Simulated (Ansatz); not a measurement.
Below is the output of a Python script on the Ansatz DFT code, driven from Python that makes a single point in a Gaussian basis of CH₆AsGeN, SMILES C=[N][GeH2][AsH2]. Write a script that gives it. Settings: PBE0, cc-pVDZ basis, multiplicity 1.

| atom | x (Å) | y (Å) | z (Å) |
| --- | --- | --- | --- |
| C | -1.2059 | 1.0881 | 0.7594 |
| N | -1.3028 | 0.2533 | -0.2099 |
| Ge | -0.1301 | -1.1731 | -0.3723 |
| As | 2.1030 | -0.3514 | -0.6802 |
| H | -0.4345 | 0.9818 | 1.5164 |
| H | -1.9051 | 1.9137 | 0.8291 |
| H | -0.1918 | -2.0432 | 0.9089 |
| H | -0.5321 | -2.0300 | -1.5997 |
| H | 1.6189 | 0.7402 | -1.6897 |
| H | 1.9804 | 0.6206 | 0.5381 |

```console
$ python run_energy.py
reference energy   -119964.467484 eV
total energy       -119964.467484 eV
occupied orbitals outside the frozen core (up, down): [42, 42]  frozen: 0  virtual: [70, 70]
mean field: -4408.6128652 Ha, <S^2> = 0.0000, stability: minimum
HOMO -6.686 eV, LUMO -0.897 eV, gap 5.788 eV
```

One script that gives this output:

Script `run_energy.py`:
```python
# -*- coding: utf-8 -*-
"""Electronic structure of the CH6AsGeN molecule."""

from pathlib import Path

import ansatz as az

BASIS_SET = "cc-pVDZ"
FUNCTIONAL = "pbe0"

geometry_ang = [
    ("C", (-1.2059, 1.0881, 0.7594)),
    ("N", (-1.3028, 0.2533, -0.2099)),
    ("Ge", (-0.1301, -1.1731, -0.3723)),
    ("As", (2.103, -0.3514, -0.6802)),
    ("H", (-0.4345, 0.9818, 1.5164)),
    ("H", (-1.9051, 1.9137, 0.8291)),
    ("H", (-0.1918, -2.0432, 0.9089)),
    ("H", (-0.5321, -2.03, -1.5997)),
    ("H", (1.6189, 0.7402, -1.6897)),
    ("H", (1.9804, 0.6206, 0.5381)),
]
mol = az.Crystal.molecule()
for symbol, xyz in geometry_ang:
    mol = mol.atom(symbol, xyz)

calc = (
    mol.calculation()
    .basis(gaussian=BASIS_SET)
    .functional(FUNCTIONAL)
    .orbitals()
)
outcome = calc.run(threads=1, runs_dir="ch6asgen_runs")
data = outcome.report

print("reference energy %16.6f eV" % data["reference_energy_ev"])
print("total energy     %16.6f eV" % data["free_energy_ev"])
print("occupied orbitals outside the frozen core (up, down):", data["n_occupied"], " frozen:", data["n_frozen"], " virtual:", data["n_virtual"])

state = data["mean_field"]["state"]
print(f"mean field: {state['energy']['hartree']:.7f} Ha, <S^2> = {abs(state['spin_squared']):.4f}, stability: {state.get('stability', {}).get('kind')}")

lines = Path(data["orbitals_path"]).read_text().splitlines()
field_of = lambda key: [line.split("=")[1].strip() for line in lines if line.startswith(key)]
orbitals = [(27.211386 * float(e), s, float(n)) for e, s, n in zip(field_of("Ene="), field_of("Spin="), field_of("Occup="))]
homo = max(e for e, _, n in orbitals if n > 0.5)
lumo = min(e for e, _, n in orbitals if n < 0.5)
print(f"HOMO {homo:.3f} eV, LUMO {lumo:.3f} eV, gap {lumo - homo:.3f} eV")
```

Caveats:
- Total energies depend on the basis set; only differences at equal settings carry meaning.
- The geometry is a force-field or estimated start, not a minimum of this method, and the basis set is short of its limit.
- Levels such as HOMO and LUMO are orbital energies: with these approximate functionals they aren't the ionisation energy and electron affinity, and their gap isn't the fundamental gap.
- The whole script took 5.9 s on 1 thread of Arm Neoverse V2 (shared host), peak memory 0.35 GiB.
